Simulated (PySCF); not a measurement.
# ClH7P2Si2: the cost of one run

The runs use PySCF 2.14.0, with density-fitted response routines of our own; the level of theory stands in each step. All values are computed, except where a source is named. Atoms count from 0, in the outputs and in this text.

## (1) The molecule as given

12 atoms, charge 0, multiplicity 1; geometry from: GFN2-xTB. The atoms were then displaced at random by about 0.01 Å, so the start is not that level's minimum.

Bonds of the start (Å): Si0–Si1 2.37, Si1–P2 2.28, Si1–P3 2.31, Si1–Cl4 2.05, Si0–H5 1.49, Si0–H6 1.44, Si0–H7 1.46, P2–H8 1.37, P2–H9 1.36, P3–H10 1.38, P3–H11 1.38.

## (2) Optimising the geometry at PBE0-D3(BJ)/def2-SVP

The job: settings as JSON, then the geometry in Å.

```
{"job": {"xc": "PBE0", "basis": "def2-SVP", "d3": "d3bj", "grid": 1, "shake": 0.01, "kind": "geom"}, "charge": 0, "multiplicity": 1}
Si    -0.915310    -1.571630     0.004590
Si     0.289860     0.408860     0.518300
P     -0.679910     2.395710    -0.034450
P      2.455240     0.583360    -0.255780
Cl     0.505210     0.496310     2.556010
H     -1.504870    -1.422790    -1.350400
H     -0.068920    -2.734950     0.020860
H     -2.024670    -1.747500     0.932020
H     -1.924840     2.018390     0.409580
H     -0.916250     2.022290    -1.325500
H      2.736000    -0.732750     0.063950
H      2.088140     0.256430    -1.548190
```

Launch:

```bash
OMP_NUM_THREADS=1 python probes_run.py task.json out
```

One launch serves the whole session: the jobs run in the order shown.

**Question.** How long does this first job take on 1 thread of Arm Neoverse V1, shared host, and how much memory does it need?

About 84 s, with a peak of 0.5 GiB.
